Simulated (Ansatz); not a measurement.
# AgF: the cost of one run

Method: single points in def2-TZVPP; program: Ansatz 0.2.0, Gaussian basis.

Correlated methods freeze the cores. Filled d shells of the heavier atoms are correlated. Core potentials replace the inner electrons past krypton, and spin-orbit coupling is left out.

## Step 1: The starting structure

SMILES `[F][Ag]`, 2 atoms, charge 0, spin multiplicity 1.

Atoms are counted from 1 here; the program's logs count them from 0.

Bond lengths: F1–Ag2 1.913 Å.

Coordinates:

```
F     0.81780   -0.35280    0.53430
Ag   -0.77580    0.31140   -0.29020
```

## Step 2: CCSD(T)/def2-TZVPP

The input, run/in.yaml:

```yaml
crystal:
  periodic: [false, false, false]
  atoms:
    - {symbol: F, position_ang: [0.817800, -0.352800, 0.534300]}
    - {symbol: Ag, position_ang: [-0.775800, 0.311400, -0.290200]}
basis:
  gaussian: {orbitals: def2-TZVPP}
correlation: {method: ccsd_t}
output: {forces: true}
```

Started as:

```console
$ ansatz run in.yaml --threads 4 --pin off --events-out ev --progress --plain --max-ram 5222MiB
```

What time and memory should one allow on 4 threads of Arm Neoverse N1, shared host?

About 22 s, with a peak of 0.44 GiB.
